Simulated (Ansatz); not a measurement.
# Cl4HOTa: the cost of one run

Computed with Ansatz 0.2.0, Gaussian basis. Level: the settings change from run to run.

## Step 1: The relaxed structure

The geometry comes from an earlier relaxation with PBE0-D4 in a triple-zeta def2 set; it is a stationary point, not always the lowest conformer. Ta takes a core potential in def2 sets; no spin-orbit term is included.

SMILES `[OH][Ta]([Cl])([Cl])([Cl])[Cl]`, 7 atoms, charge 0, spin multiplicity 1.

Atoms are counted from 1 here; the program's logs count them from 0.

Bond lengths: O1–Ta2 1.857 Å, O1–H7 0.955 Å, Ta2–Cl3 2.290 Å, Ta2–Cl4 2.291 Å, Ta2–Cl5 2.335 Å, Ta2–Cl6 2.290 Å. Angles: Ta2–O1–H7 179.5°, O1–Ta2–Cl3 90.7°, O1–Ta2–Cl4 90.6°, O1–Ta2–Cl5 179.9°, O1–Ta2–Cl6 90.8°, Cl3–Ta2–Cl4 120.1°, Cl3–Ta2–Cl5 89.3°, Cl3–Ta2–Cl6 119.9°, Cl4–Ta2–Cl5 89.3°, Cl4–Ta2–Cl6 120.0°, Cl5–Ta2–Cl6 89.4°.

Geometry (Å):

```csv
atom,x (Å),y (Å),z (Å)
O1,0.2093,-1.3176,0.7730
Ta2,-0.0325,0.2654,-0.1682
Cl3,2.0814,0.1052,-1.0349
Cl4,-1.8063,-0.6461,-1.2948
Cl5,-0.3377,2.2528,-1.3556
Cl6,-0.3831,1.4083,1.7848
H7,0.3302,-2.1360,1.2500
```

## Step 2: B97/def2-mTZVPP

File in.yaml:

```yaml
crystal:
  periodic: [false, false, false]
  atoms:
    - {symbol: O, position_ang: [0.209338, -1.317573, 0.772983]}
    - {symbol: Ta, position_ang: [-0.032495, 0.265389, -0.168166]}
    - {symbol: Cl, position_ang: [2.081366, 0.105197, -1.034872]}
    - {symbol: Cl, position_ang: [-1.806333, -0.646055, -1.294755]}
    - {symbol: Cl, position_ang: [-0.337676, 2.252754, -1.355605]}
    - {symbol: Cl, position_ang: [-0.383147, 1.408255, 1.784827]}
    - {symbol: H, position_ang: [0.330246, -2.135966, 1.249987]}
basis:
  gaussian: {orbitals: def2-mTZVPP}
hamiltonian: {xc: {name: B97}}
output: {forces: true}
```

Launch:

```sh
ansatz run in.yaml --threads 4 --pin off --events-out ev --progress --plain --max-ram 11315MiB
```

**Question.** How long does this run take on 4 threads of Arm Neoverse V2, shared host, and how much memory does it need?

About 10 s, with a peak of 0.62 GiB.
